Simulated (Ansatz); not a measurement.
# Ga3Sb: convergence and cost

This session on Ga3Sb sets out to see how the k-point mesh moves the results.

Method: DFT PBEsol, scalar-relativistic, plane waves, PAW, in Ansatz 0.2.0.

2 further runs of the same task are left out: 1 for a known fault of the program, 1 set aside as unsound or not needed. Runs told in other sessions of the task aren't counted.

### 1 The structure to begin with

Symmetry: I4/mmm, No. 139, tetragonal system. Conventional cell: a = 4.318 Å, b = 4.318 Å, c = 9.521 Å, α = 90.00°, β = 90.00°, γ = 90.00°. Ga (site symmetry -4m2) has 8 Ga at 3.05 to 3.21 Å and 4 Sb at 3.21 Å in its first shell of neighbours. Ga (site symmetry 4/mmm) has 4 Sb at 3.05 Å and 8 Ga at 3.21 Å in its first shell of neighbours. Sb (site symmetry 4/mmm) has 12 Ga at 3.05 to 3.21 Å in its first shell of neighbours.

Structure file:

```xyz
4
Lattice="-2.1588 2.1588 4.7605 2.1588 -2.1588 4.7605 2.1588 2.1588 -4.7605" Properties=species:S:1:pos:R:3 pbc="T T T"
Ga    0.0000    2.1588    2.3802
Ga    2.1588    0.0000    2.3802
Ga    0.0000    0.0000    4.7605
Sb    0.0000    0.0000    0.0000
```

The structure comes from the Materials Project (structure only); it is used as listed.

### 2 The base input

input.yaml

```yaml
crystal:
  lattice:
    - [-2.158799, 2.158799, 4.760484]
    - [2.158799, -2.158799, 4.760484]
    - [2.158799, 2.158799, -4.760484]
  atoms:
    - { symbol: Ga, position: [0.75, 0.25, 0.5] }
    - { symbol: Ga, position: [0.25, 0.75, 0.5] }
    - { symbol: Ga, position: [0.5, 0.5, 0.0] }
    - { symbol: Sb, position: [0.0, 0.0, 0.0] }
basis:
  ecutwfc: 420
kpoints:
  mp_grid: { grid: [14, 14, 14] }
hamiltonian:
  xc: pbesol
scf:
  occupations: { method: gaussian, width: 0.1 }
output:
  forces: true
  stress: true
  eigenvalues: true
  populations: true
  write_density: true
  write_potential: true
  elf: true
  volumetric_format: npy
```

It was run beforehand and gave: -4409.3247 eV/atom at zero smearing, pressure -3.47 GPa, largest force 0.000 eV/Å, no gap on the mesh, in 8 SCF cycles and 1.7 min.

### 3 K-point mesh set to 1×1×1

input.yaml

```yaml
crystal:
  lattice:
    - [-2.158799, 2.158799, 4.760484]
    - [2.158799, -2.158799, 4.760484]
    - [2.158799, 2.158799, -4.760484]
  atoms:
    - { symbol: Ga, position: [0.75, 0.25, 0.5] }
    - { symbol: Ga, position: [0.25, 0.75, 0.5] }
    - { symbol: Ga, position: [0.5, 0.5, 0.0] }
    - { symbol: Sb, position: [0.0, 0.0, 0.0] }
basis:
  ecutwfc: 420
kpoints:
  mp_grid: { grid: [1, 1, 1] }
hamiltonian:
  xc: pbesol
scf:
  occupations: { method: gaussian, width: 0.1 }
output:
  forces: true
  stress: true
  eigenvalues: true
```

On the command line:

```
$ ansatz run input.yaml --threads 1 --pin off --max-ram 2560MiB --backend cpu --events-out ev --progress --plain --runs-dir out
```

### 4 K-point mesh: 2×2×2

input.yaml: that of step 3 with these lines changed.

```diff
@@ -13,3 +13,3 @@
 kpoints:
-  mp_grid: { grid: [1, 1, 1] }
+  mp_grid: { grid: [2, 2, 2] }
 hamiltonian:
```

### 5 K-point mesh set to 4×4×4

input.yaml: that of step 4 with these lines changed.

```diff
@@ -13,3 +13,3 @@
 kpoints:
-  mp_grid: { grid: [2, 2, 2] }
+  mp_grid: { grid: [4, 4, 4] }
 hamiltonian:
```

### 6 K-point mesh set to 6×6×6

input.yaml: that of step 5 with these lines changed.

```diff
@@ -13,3 +13,3 @@
 kpoints:
-  mp_grid: { grid: [4, 4, 4] }
+  mp_grid: { grid: [6, 6, 6] }
 hamiltonian:
```

### 7 K-point mesh set to 8×8×8

input.yaml: that of step 6 with these lines changed.

```diff
@@ -13,3 +13,3 @@
 kpoints:
-  mp_grid: { grid: [6, 6, 6] }
+  mp_grid: { grid: [8, 8, 8] }
 hamiltonian:
```

### 8 K-point mesh: 10×10×10

input.yaml: that of step 7 with these lines changed.

```diff
@@ -13,3 +13,3 @@
 kpoints:
-  mp_grid: { grid: [8, 8, 8] }
+  mp_grid: { grid: [10, 10, 10] }
 hamiltonian:
```

### 9 K-point mesh: 12×12×12

input.yaml: that of step 8 with these lines changed.

```diff
@@ -13,3 +13,3 @@
 kpoints:
-  mp_grid: { grid: [10, 10, 10] }
+  mp_grid: { grid: [12, 12, 12] }
 hamiltonian:
```

### 10 K-point mesh: 16×16×16

input.yaml: that of step 9 with these lines changed.

```diff
@@ -13,3 +13,3 @@
 kpoints:
-  mp_grid: { grid: [12, 12, 12] }
+  mp_grid: { grid: [16, 16, 16] }
 hamiltonian:
```

### 11 K-point mesh set to 18×18×18

input.yaml: that of step 10 with these lines changed.

```diff
@@ -13,3 +13,3 @@
 kpoints:
-  mp_grid: { grid: [16, 16, 16] }
+  mp_grid: { grid: [18, 18, 18] }
 hamiltonian:
```

### 12 K-point mesh set to 20×20×20

input.yaml: that of step 11 with these lines changed.

```diff
@@ -13,3 +13,3 @@
 kpoints:
-  mp_grid: { grid: [18, 18, 18] }
+  mp_grid: { grid: [20, 20, 20] }
 hamiltonian:
```

### 13 K-point mesh set to 22×22×22

input.yaml: that of step 12 with these lines changed.

```diff
@@ -13,3 +13,3 @@
 kpoints:
-  mp_grid: { grid: [20, 20, 20] }
+  mp_grid: { grid: [22, 22, 22] }
 hamiltonian:
```

(Steps that only read results are left out.)

What results come out of these runs, taken together?

**Answer**, as computed:

```
                                               quantity                         value
k-point mesh: within 10 and 1 meV/atom of 22×22×22 from  4×4×4 for 10; 12×12×12 for 1
```

In the sweep of the k-point mesh, 12×12×12 already comes within 1 meV/atom of the reference, and so do all later runs, at about 0.19 of the reference's time. The reference is only the best run made, not a proven limit. The gaps on the coarsest meshes are artefacts of sampling: the crystal is a metal on the dense ones. The error changes sign along the series, since a k mesh isn't variational, and a metal needs dense meshes to resolve its Fermi surface. These runs have no spin-orbit coupling; with Sb it would split and shift bands.
